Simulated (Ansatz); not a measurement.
Turn this script for Ansatz 0.2.0, Python API into the input file that the command-line program reads.

`co2.py`:
```python
"""SCF run for CO2."""

import warnings

import ansatz as az
import numpy as np

warnings.simplefilter("ignore", az.DeckWarning)

system = (
    az.Lattice.cubic(5.62)
    .space_group(205)
    .atom("C", (0.0, 0.0, 0.0))
    .atom("O", (0.167, 0.167, 0.167))
)

# settings of the run
calc = system.calculation()
calc = calc.basis(23 * az.Ha)
calc = calc.occupations("fixed")
calc = calc.kpoints(spacing=0.36).functional("r2SCAN")
calc = calc.pseudopotentials("paw")
calc = calc.compute(forces=True, density=True).cutoff_correction(900)
done = calc.run(threads=1)
r = done.report

energy = r["free_energy_ev"]
print("CO2: {:.6f} eV = {:.6f} Ry = {:.6f} Ha".format(energy, energy / 13.605693, energy / 27.211386))
print("Fermi level {:.4f} eV, {} k-points, {} symmetry operations".format(r["fermi_energy_ev"], r["n_kpoints"], r["n_symmetry_ops"]))

if done.unlabelled_reasons:
    print("not a label:", done.unlabelled_reasons)
else:
    print(done.training_frame().splitlines()[0], "atoms in the frame")

# estimate of what a larger basis would gain, without a second SCF
estimate = r.get("cutoff_correction")
if estimate:
    print("towards {} eV the energy would change by {:.2f} meV/atom".format(estimate["reference_ecutwfc_ev"], 1000 * estimate["energy_ev"] / len(done.lattice.sites)))

rho = done.density()
total = sum(ch.density_e_per_ang3 for ch in rho.channels[:2]) if len(rho.channels) < 3 else rho.channels[0].density_e_per_ang3
print("grid", rho.dims, "electrons", round(float(total.mean() * rho.cell_volume_ang3), 4))
print(f"density range {total.min():.4f} to {total.max():.4f} e/A^3")
print(np.array2string(total[:: max(rho.dims[0] // 8, 1), :: max(rho.dims[1] // 8, 1), 0], precision=3, suppress_small=True))
```

Output of `python co2.py`:
```text
CO2: -5515.372253 eV = -405.372387 Ry = -202.686194 Ha
Fermi level -1.4716 eV, 11 k-points, 24 symmetry operations
12 atoms in the frame
towards 900.0 eV the energy would change by -1.05 meV/atom
grid (48, 48, 48) electrons 64.0
density range 0.0054 to 7.4480 e/A^3
[[1.244 0.681 0.08  0.013 0.005 0.013 0.08  0.681]
 [0.681 0.521 0.196 0.029 0.013 0.027 0.04  0.19 ]
 [0.08  0.197 0.133 0.041 0.08  0.197 0.133 0.041]
 [0.013 0.027 0.04  0.19  0.681 0.521 0.196 0.029]
 [0.005 0.013 0.08  0.681 1.244 0.681 0.08  0.013]
 [0.013 0.029 0.196 0.521 0.681 0.19  0.04  0.027]
 [0.08  0.041 0.133 0.197 0.08  0.041 0.133 0.197]
 [0.681 0.19  0.04  0.027 0.013 0.029 0.196 0.521]]
```

`input.yaml`:
```yaml
crystal:
  lattice: { bravais: cubic, a: 5.62 }
  space_group: 205
  atoms:
    - { symbol: C, position: [0.0, 0.0, 0.0] }
    - { symbol: O, position: [0.167, 0.167, 0.167] }
basis:
  ecutwfc: 625.8618836577
kpoints:
  mp_grid: { kspacing: 0.36 }
hamiltonian:
  xc: r2scan
  pseudopotentials: { kind: paw }
scf:
  occupations: { method: fixed }
output:
  write_density: true
  forces: true
  cutoff_correction: 900.0
```

The program run on that file:
```console
$ ansatz run input.yaml --threads 1 --pin off --max-ram 3072MiB --backend cpu --events-out ev --progress --plain --runs-dir out
crystal.space_group: 205 is read as Pa-3: the typed cell holds C4O8 (C 4a, O 8c). Least distances (Å): C–C 3.974, C–O 1.626, O–O 2.961
crystal.space_group generates its sites in this order, which a site index counts, at these fractional coordinates of the primitive cell where crystal.reduce_to_primitive is true, and else of the cell that is read (crystal.supercell repeats the list replica by replica, and crystal.defects acts on that): 0: C [0.000000, 0.000000, 0.000000]; 1: C [0.000000, 0.500000, 0.500000]; 2: C [0.500000, 0.000000, 0.500000]; 3: C [0.500000, 0.500000, 0.000000]; 4: O [0.167000, 0.167000, 0.167000]; 5: O [0.167000, 0.333000, 0.667000]; 6: O [0.333000, 0.667000, 0.167000]; 7: O [0.333000, 0.833000, 0.667000]; 8: O [0.667000, 0.167000, 0.333000]; 9: O [0.667000, 0.333000, 0.833000]; 10: O [0.833000, 0.667000, 0.333000]; 11: O [0.833000, 0.833000, 0.833000];
Engine: ansatz 0.2.0, aarch64-unknown-linux-gnu
Pseudopotentials: kind: paw
Pseudopotential: C, paw, valence charge 4, recommended cutoff 500 eV (meta_gga), C.paw.azcp
Pseudopotential: O, paw, valence charge 6, recommended cutoff 500 eV (meta_gga), O.paw.azcp
Functional definition: r2SCAN
  parameter k0 = 0.174
  parameter k1 = 0.065
  parameter a1 = 4.9479
  exchange = r2scan_x(k0 = k0, k1 = k1, a1 = a1)
  correlation = r2scan_c
Crystal: 12 atoms, lattice volume = 177.504 Å³
Basis set: ecut = 625.8618836577 eV, 6355 PW (Γ), exchange–correlation on 192×192×192 points (64 copies of the dense FFT grid, shifted against one another)
Bands: 44, of which v1, the nominal top of the filled ones, is band 32 counted from 1 (31 counted from 0)
Symmetry: 24 space group operations
Space group: Pa-3 (ITA 205), of the structure as read, at distance tolerance 5.6e-5 Å
k-points: 11 of 64
Non-local potential: C, projectors of the file, l = 0: 2, l = 1: 2, l = 2: 1
Non-local potential: O, projectors of the file, l = 0: 2, l = 1: 2, l = 2: 1
PAW form: soft (Blöchl's): semilocal exchange-correlation on the pseudo side does not see the compensation charge
PAW frozen core: C, regenerated for the run's functional (the file was generated under x = pbe(κ = 0.804, μ = 0.2195149727645171), c = pbe(β = 0.06672455060314922))
PAW frozen core: O, regenerated for the run's functional (the file was generated under x = pbe(κ = 0.804, μ = 0.2195149727645171), c = pbe(β = 0.06672455060314922))
PAW one-centre angular grid: C, 302 points (default); XC on 239 of its mesh's 2573 points in the sphere
PAW one-centre angular grid: O, 302 points (default); XC on 160 Gauss nodes
Initial density: superposition of atomic densities (neutral atoms: chi_scale 0, normalization atom), corrected by the library's trained network
Initial wavefunctions: pseudopotential atomic-orbital guess
Functional: x = r2scan, c = r2scan; τ floored in thin density (d = 2e-4 eV/Å³)
SCF iter   1: F=—  HF=-5515.497882 eV  |F-HF|=—  |Δ(HF+E_count)|=         —  Δρ=2.34e-2  dr2=1.26e0  dr2_τ=3.96e-1  ethr=1.77e-3  ⟨swp⟩=3.5  Hψ=1527  notcnv=0  defer=71
preconditioner: auto → Resta (q_TF=auto, 2.302 Å⁻¹)  ε∞=6.0  [insulator: Δε(μ)=1.807 eV  Ē_g=9.954 eV  n_scr=32 (ndim 8)  ℏωp=22.3 eV  f_vac=0.062  ε∞_Penn≈6.0]
SCF iter   2: F=—  HF=-5515.450969 eV  |F-HF|=—  |Δ(HF+E_count)|=   4.69e-2  Δρ=1.85e-2  dr2=5.10e-1  dr2_τ=1.33e-1  ethr=1.77e-3  ⟨swp⟩=3.0  Hψ=903  notcnv=0  defer=65
SCF iter   3: F=—  HF=-5515.374218 eV  |F-HF|=—  |Δ(HF+E_count)|=   7.68e-2  Δρ=4.71e-3  dr2=2.08e-2  dr2_τ=1.55e-3  ethr=7.97e-4  ⟨swp⟩=2.0  Hψ=695  notcnv=0  defer=44
automatic band count: iteration 3 solves 40 bands in place of 44: the levels show a gap, and the empty bands left out lie too high to hold charge; the band table lists the bands solved (type scf.n_extra_bands for more)
SCF iter   4: F=—  HF=-5515.372016 eV  |F-HF|=—  |Δ(HF+E_count)|=   2.20e-3  Δρ=7.43e-4  dr2=6.60e-4  dr2_τ=6.18e-5  ethr=3.25e-5  ⟨swp⟩=2.0  Hψ=703  notcnv=0  defer=57
SCF iter   5: F=—  HF=-5515.372390 eV  |F-HF|=—  |Δ(HF+E_count)|=   3.74e-4  Δρ=4.97e-4  dr2=5.66e-4  dr2_τ=4.73e-5  ethr=1.03e-6  ⟨swp⟩=2.0  Hψ=722  notcnv=0  defer=57
SCF iter   6: F=—  HF=-5515.372342 eV  |F-HF|=—  |Δ(HF+E_count)|=   4.80e-5  Δρ=2.28e-4  dr2=1.18e-4  dr2_τ=8.53e-7  ethr=8.85e-7  ⟨swp⟩=1.2  Hψ=455  notcnv=0  defer=17
SCF iter   7: F=—  HF=-5515.372329 eV  |F-HF|=—  |Δ(HF+E_count)|=   1.33e-5  Δρ=6.19e-5  dr2=8.63e-6  dr2_τ=7.47e-8  ethr=1.85e-7  ⟨swp⟩=2.0  Hψ=482  notcnv=0  defer=17
SCF iter   8: F=—  HF=-5515.372253 eV  |F-HF|=—  |Δ(HF+E_count)|=   7.59e-5  Δρ=9.60e-6  dr2=1.98e-7  dr2_τ=2.24e-9  ethr=1.35e-8  ⟨swp⟩=2.1  Hψ=508  notcnv=0  defer=17
SCF iter   9: F=-5515.372253 eV  HF=-5515.372253 eV  |F-HF|=5.49e-10  |Δ(HF+E_count)|=   6.82e-9  Δρ=5.44e-7  dr2=4.68e-10  dr2_τ=3.92e-11  ethr=1.56e-10  ⟨swp⟩=4.0  Hψ=1260  notcnv=0
SCF 1 converged in 9 iterations: F = -5515.372253 eV  dr2 = 4.68e-10
  greatest PAW one-centre occupation: 0.889 electrons in one spin orbital (limit 2), on the O atom at site 9 (counted from 0), in its partial waves of l = 0
SCF converged after 9 iterations
Free energy (F): -5515.372253 eV
Harris-Foulkes:  -5515.372253 eV  (|F-HF|=5.49e-10)
Internal energy: -5515.372253 eV  (E = F + TS)
E sigma→0 (E₀):  -5515.372253 eV
Estimated correction to a cutoff of 900 eV: -0.012596 eV
Fermi energy:    -1.471568 eV
--- Per-component energies (eV) ---
  E_band       = -514.483191
  E_kinetic    = 1607.839538
  E_local      = -3690.633973  (includes V_loc(G=0)·N_el)
  E_nonlocal   = 478.635119
  E_hartree    = 1175.035920
  E_xc         = -726.840278
  E_vxc        = -1044.315313  (∫ρ·V_xc dr)
  E_paw        = -1656.405505  (= ΣΔE_a)
  E_vpaw       = -288.053844  (= ΣTr[D̂ρ^β])
  E_aug_tail   = 0.003894  (compensation charges beyond the density's cutoff)
  E_vtau       = 71.969493  (kinetic-family band-sum trace: ∫τ·v_τ [+ j·A + Jᵃ·Aᵃ] dr)
  E_ewald      = -2702.652346
  E_core_change = -0.354622  (= ΣΔE_core)
  E_smearing   = -0.000000  (= −TS)
  E_closure    = 0.000000  (closes the sum)
  Σ components = -5515.372253   (vs F -5515.372253, Δ=0.00e0)
--- Forces (eV/Å), atoms counted from 1 ---
  atom   1  C     -0.00000000     0.00000000     0.00000000
  atom   2  C     -0.00000000    -0.00000000     0.00000000
  atom   3  C      0.00000000    -0.00000000    -0.00000000
  atom   4  C      0.00000000    -0.00000000    -0.00000000
  atom   5  O     -6.02345965    -6.02345965    -6.02345965
  atom   6  O     -6.02345965     6.02345965    -6.02345965
  atom   7  O      6.02345965    -6.02345965    -6.02345965
  atom   8  O      6.02345965     6.02345965    -6.02345965
  atom   9  O     -6.02345965    -6.02345965     6.02345965
  atom  10  O     -6.02345965     6.02345965     6.02345965
  atom  11  O      6.02345965    -6.02345965     6.02345965
  atom  12  O      6.02345965     6.02345965     6.02345965
  max |Σ_I F_I| component: 5.33e-15 eV/Å
```

Absolute energies stand on the zero of these potentials, so only differences at equal settings mean something. Under fixed occupations the level called the Fermi level is the highest filled one on the SCF mesh; off the mesh a filled band can lie a little above it. The zero of the levels is a convention of the potentials, so an absolute Fermi energy is no work function. The fields are valence quantities on the plane-wave grid; their values near the nuclei depend on the potentials. The starting cell is as deposited in a crystallographic database; the results hold for this polymorph, which needn't be the stable one. Hardware and time: 15 s on 1 thread of Arm Neoverse V2, with other jobs on the host, peak memory 1 GiB.

(Lines on the test bed's own set-up are left out of the output.)
